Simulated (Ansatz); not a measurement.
I need an SCF with some post-processing of Rb₃Sr, space group Pm-3m. Use the Ansatz DFT code, driven from Python. Level of theory: PBEsol, PAW, cutoff 420 eV, 4×4×4 k-points, cold smearing of 0.1 eV.

```cif
data_structure
_symmetry_space_group_name_H-M 'P 1'
_symmetry_Int_Tables_number 1
_cell_length_a 6.8286
_cell_length_b 6.8286
_cell_length_c 6.8286
_cell_angle_alpha 90.000
_cell_angle_beta 90.000
_cell_angle_gamma 90.000
_cell_volume 318.42
loop_
_atom_site_label
_atom_site_type_symbol
_atom_site_fract_x
_atom_site_fract_y
_atom_site_fract_z
_atom_site_occupancy
Rb1 Rb 0.50000 0.00000 0.00000 1
Rb2 Rb 0.00000 0.50000 0.00000 1
Rb3 Rb 0.00000 0.00000 0.50000 1
Sr1 Sr 0.50000 0.50000 0.50000 1
```

`run_survey.py`
```python
"""Bonding analysis of Rb3Sr."""

from pathlib import Path
import itertools

import ansatz as az
from ase.io.cube import read_cube_data
from ase.units import Bohr
import numpy as np


def main() -> None:
    structure = (
        az.Lattice.from_parameters(6.828638, 6.828638, 6.828638, alpha=90.0, beta=90.0, gamma=90.0)
        .atom("Rb", (0.5, 0.0, 0.0))
        .atom("Rb", (0.0, 0.5, 0.0))
        .atom("Rb", (0.0, 0.0, 0.5))
        .atom("Sr", (0.5, 0.5, 0.5))
    )

    model = (
        structure.calculation()
        .functional(az.Functional.PBESOL)
        .kpoints(density=3.8)
        .occupations("cold")
        .density()
        .output_files(volumetric_format=["cube", "npy"])
        .cutoff_correction(756)
        .stress()
        .populations()
    )
    out = model.run(threads=1)
    report = out.report

    for key in ("converged", "n_iterations", "n_electrons", "n_kpoints", "n_pw", "n_symmetry_ops", "free_energy_ev", "fermi_energy_ev"):
        print(f"{key:18s} {report[key]}")

    print(model.to_python())

    # cube files hold the density in electrons per cubic bohr
    folder = Path(out.write_results("cubes"))
    print("\n".join((folder / "rho.cube").read_text().splitlines()[: 6 + 4]))
    values, cube_atoms = read_cube_data(str(folder / "rho.cube"))
    print("electrons from the file:", round(values.mean() * cube_atoms.get_volume() / Bohr ** 3, 3))

    # valence electrons inside a sphere about each atom
    rho = out.density()
    total = sum(channel.density_e_per_ang3 for channel in rho.channels[:2])
    grid_cell = np.asarray(rho.fft_grid_basis) @ out.lattice.cell_ang
    mesh = np.stack(np.meshgrid(*[np.arange(n) / n for n in rho.dims], indexing="ij"), axis=-1)
    for site in out.lattice.sites:
        offset = mesh - site.position_ang @ np.linalg.inv(grid_cell)
        offset -= offset.round()
        distance = np.min([np.linalg.norm((offset + shift) @ grid_cell, axis=-1) for shift in itertools.product((-1, 0, 1), repeat=3)], axis=0)
        inside = [total[distance < radius].sum() * rho.cell_volume_ang3 / total.size for radius in (0.8, 1.0, 1.2)]
        print(site.symbol, "electrons within 0.8, 1.0, 1.2 A:", np.round(inside, 2))

    # estimate of what a larger basis would gain, without a second SCF
    estimate = report.get("cutoff_correction")
    if estimate:
        print("towards {} eV the energy would change by {:.2f} meV/atom".format(estimate["reference_ecutwfc_ev"], 1000 * estimate["energy_ev"] / len(out.lattice.sites)))

    # principal values and the von Mises stress of the deviator
    principal = np.linalg.eigvalsh(np.array(report["stress_gpa"]))
    mises = np.sqrt(0.5 * sum((principal[i] - principal[i - 1]) ** 2 for i in range(3)))
    print("principal stresses (GPa, compression positive):", np.round(principal, 3))
    print(f"mean {principal.mean():.3f} GPa, von Mises {mises:.3f} GPa, PV = {principal.mean() * report['setup']['cell_volume_ang3'] / 160.21766:.4f} eV")

    files = Path(out.write_results("tables"))
    print((files / "populations.tsv").read_text())


if __name__ == "__main__":
    main()
```

```console
$ python run_survey.py
DeckWarning: basis.ecutwfc = 420 eV, auto-derived from the records' recommended cutoffs: set by Rb (normal level)
converged          True
n_iterations       6
n_electrons        37.0
n_kpoints          10
n_pw               6235
n_symmetry_ops     48
free_energy_ev     -13142.629690120257
fermi_energy_ev    2.439700345452989
(
    az.Lattice.from_parameters(6.828638, 6.828638, 6.828638, alpha=90.0, beta=90.0, gamma=90.0)
    .atom("Rb", (0.5, 0.0, 0.0))
    .atom("Rb", (0.0, 0.5, 0.0))
    .atom("Rb", (0.0, 0.0, 0.5))
    .atom("Sr", (0.5, 0.5, 0.5))
    .calculation()
    .kpoints(spacing=0.2631578947368421)
    .functional("pbesol")
    .occupations(method="cold")
    .density()
    .output_files(volumetric_format=("cube", "npy"))
    .populations()
    .stress()
    .cutoff_correction(reference_cutoff=756.0)
)

ansatz rho
values in e/bohr^3 (x slowest, z fastest)
    4    0.000000    0.000000    0.000000
   48    0.268839    0.000000    0.000000
   48    0.000000    0.268839    0.000000
   48    0.000000    0.000000    0.268839
   37   37.000000    6.452128    0.000000    0.000000
   37   37.000000    0.000000    6.452128    0.000000
   37   37.000000    0.000000    0.000000    6.452128
   38   38.000000    6.452128    6.452128    6.452128
electrons from the file: 37.0
Rb electrons within 0.8, 1.0, 1.2 A: [3.77 5.52 6.77]
Rb electrons within 0.8, 1.0, 1.2 A: [3.77 5.52 6.77]
Rb electrons within 0.8, 1.0, 1.2 A: [3.77 5.52 6.77]
Sr electrons within 0.8, 1.0, 1.2 A: [4.51 6.24 7.33]
towards 756.0 eV the energy would change by -0.03 meV/atom
principal stresses (GPa, compression positive): [-0.201 -0.201 -0.201]
mean -0.201 GPa, von Mises 0.000 GPa, PV = -0.3994 eV
# site	symbol	l	j	q
# orbitals = lowdin
# n_electrons = 37.000000
# spilling = 0.007778
0	Rb	0_4S	-	1.994389
0	Rb	0_5S	-	1.079619
0	Rb	1_4P	-	5.995007
1	Rb	0_4S	-	1.994389
1	Rb	0_5S	-	1.079619
1	Rb	1_4P	-	5.995007
2	Rb	0_4S	-	1.994389
2	Rb	0_5S	-	1.079619
2	Rb	1_4P	-	5.995007
3	Sr	0_4S	-	1.994491
3	Sr	0_5S	-	1.513584
3	Sr	1_4P	-	5.997094
```
(Warnings from the package without file and line.)

Reading the output:
- Absolute energies stand on the zero of these potentials, so only differences at equal settings mean something.
- For a metal this k-point mesh is coarse: on a finer one energies can move by several to tens of meV an atom and pressures by half a GPa or more, differences at one mesh by less.
- An absolute Fermi energy rests on an arbitrary zero of the periodic potential and has no direct meaning.
- Densities and potentials on the grid are those of the valence electrons, and inside the cores they hang on the potentials used.
- This cell is a computed structure, which may not be the phase found in nature.
- Wall time of the script: 6.2 s on 1 thread of Arm Neoverse V1, on a shared host, peak memory 0.53 GiB.

(Lines on the test bed's own set-up are left out of the output.)
